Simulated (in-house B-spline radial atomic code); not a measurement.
# Tb⁴¹⁺: Hartree-Fock with and without relativity

Aim: what relativity does to the energy, levels and radii of Tb⁴¹⁺.

The numbers are computed with in-house B-spline radial atomic code version 1 (Hartree-Fock averaged over the configuration, non-relativistic (point nucleus) and Dirac-Coulomb (finite nucleus); spherical all-electron atom at the radial basis limit), except any that are marked as measured or tabulated.

### 1 The atom as given

```
element       : terbium (Z = 65)
charge        : +41
electrons     : 24
configuration : [Ar] 3d6
nucleus       : point (non-relativistic run); Fermi, rms radius 5.060 fm (Dirac runs)
```

Outer shells as boxes (Hund's rule):

[Ar] 3d6
```
[Ar] core
3d [↑↓][↑ ][↑ ][↑ ][↑ ]
```

The boxes draw the filling by Hund's rule, which heavy ions in jj coupling don't follow; these runs average over all states of the configuration.

### 2 Non-relativistic run

Input settings:

```ini
Z = 65
electrons = 24.0
configuration = [Ar] 3d6
hamiltonian = nr
method = hf
spin_polarised = False
```

### 3 Dirac-Coulomb run

Input settings:

```ini
Z = 65
electrons = 24.0
configuration = [Ar] 3d6
hamiltonian = dirac
method = hf
spin_polarised = False
nucleus = fermi
rms_radius = 5.06
mass_number = 159
atomic_mass = 158.925353707
speed_of_light = 137.035999084
```

### 4 Dirac-Coulomb run in the lowest jj configuration, 1s2 2s2 2p6 3s2 3p6 3d-4 3d+2

In configurations, a minus sign after the shell means j = l − 1/2 and a plus sign j = l + 1/2; the count of electrons follows.

The settings differ from step 3 so:

```diff
@@ -2,3 +2,3 @@
 electrons = 24.0
-configuration = [Ar] 3d6
+configuration = 1s2 2s2 2p6 3s2 3p6 3d-4 3d+2
 hamiltonian = dirac
```

Q: How much does each shell's level and mean radius change with the Dirac Hamiltonian, and the total energy?

The runs gave:

Levels and radii; the Dirac values are averaged over j with the occupations as weights.

| shell | ε non-rel. (eV) | ε Dirac (eV) | <r> non-rel. (bohr) | <r> Dirac (bohr) | change of <r> (%) |
| --- | --- | --- | --- | --- | --- |
| 1s | -51223.3 | -54455.2 | 0.02333 | 0.02150 | -7.84 |
| 2s | -10021.1 | -10880.5 | 0.09859 | 0.09040 | -8.30 |
| 2p | -9641.48 | -9932.99 | 0.08365 | 0.08006 | -4.30 |
| 3s | -3639.50 | -3872.63 | 0.2438 | 0.2289 | -6.15 |
| 3p | -3473.16 | -3568.45 | 0.2329 | 0.2254 | -3.24 |
| 3d | -3206.14 | -3208.90 | 0.2036 | 0.2021 | -0.74 |

**Reading.** The Dirac run lies -476.08 hartree (-4.8 %) from the non-relativistic one; the finite nucleus has a part in that. First-order perturbation theory (mass-velocity plus Darwin) gives -417.69 hartree, which is 88 % of the full shift. The strongest contraction, averaged over j, is that of 2s (-8.30 %). Spin-orbit coupling splits the 3d level by 38.951 eV and the 2p level by 755.80 eV. The lowest jj configuration lies 63.632 eV below the average over the whole configuration. Breit terms add 10.0 hartree and QED terms 7.20 hartree.
